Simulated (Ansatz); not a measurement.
# GeH2S: small, medium and large basis sets

One table from this session's results is given with a row withheld; the runs are named, their logs left out.

Computed with Ansatz 0.2.0, Gaussian basis. Level: one geometry, several basis sets.

Plan: PBE0-D4/def2-SVP; ωB97M-V/def2-SVP; PBE0-D4/def2-QZVPP; ωB97M-V/def2-QZVPP; the functionals' def2-TZVPP values are taken from earlier runs.

### The relaxed structure

The geometry comes from an earlier relaxation with PBE0-D4 in a triple-zeta def2 set; it is a stationary point.

SMILES `[SH][GeH]`, 4 atoms, charge 0, spin multiplicity 1.

Atoms are counted from 1 here; the program's logs count them from 0.

Bond lengths: S1–Ge2 2.225 Å, S1–H3 1.342 Å, Ge2–H4 1.595 Å. Angles: Ge2–S1–H3 100.2°, S1–Ge2–H4 93.7°.

Coordinates:

```xyz
4
GeH2S
S    -0.4433   -1.2018    0.2717
Ge   -0.8417    0.7379   -0.7436
H     0.7792   -0.9621    0.7712
H     0.5612    1.3659   -0.3194
```

Set-up of the first run:

in.yaml reads:

```yaml
crystal:
  periodic: [false, false, false]
  atoms:
    - {symbol: S, position_ang: [-0.443273, -1.201847, 0.271669]}
    - {symbol: Ge, position_ang: [-0.841670, 0.737867, -0.743626]}
    - {symbol: H, position_ang: [0.779209, -0.962093, 0.771177]}
    - {symbol: H, position_ang: [0.561234, 1.365874, -0.319420]}
basis:
  gaussian: {orbitals: def2-SVP}
hamiltonian: {xc: pbe0, dispersion: d4}
output: {orbitals: {seedname: orbitals}}
```

The run is started by

```console
$ ansatz run in.yaml --threads 2 --pin off --events-out ev --progress --plain --max-ram 32768MiB --backend cpu
```

Among the steps run: PBE0-D4 in def2-SVP; ωB97M-V in def2-SVP; PBE0-D4 in def2-QZVPP; ωB97M-V in def2-QZVPP.

One of the session's tables, all rows but one given; the rest of the session is left out.

It belongs to the step «Functionals by basis». 

| functional | basis | HOMO (eV) | LUMO (eV) |
| --- | --- | --- | --- |
| PBE0-D4 | def2-SVP | -7.07 | -2.52 |
| PBE0-D4 | def2-TZVPP | ? | ? |
| PBE0-D4 | def2-QZVPP | -7.15 | -2.63 |
| ωB97M-V | def2-SVP | -9.16 | -0.53 |
| ωB97M-V | def2-TZVPP | -9.24 | -0.63 |
| ωB97M-V | def2-QZVPP | -9.28 | -0.75 |

**Question.** Estimate the row for PBE0-D4, def2-TZVPP.

**Answer.** HOMO (eV): -7.12; LUMO (eV): -2.58. In the column «HOMO (eV)» it lies between PBE0-D4, def2-QZVPP (-7.15) and PBE0-D4, def2-SVP (-7.07).
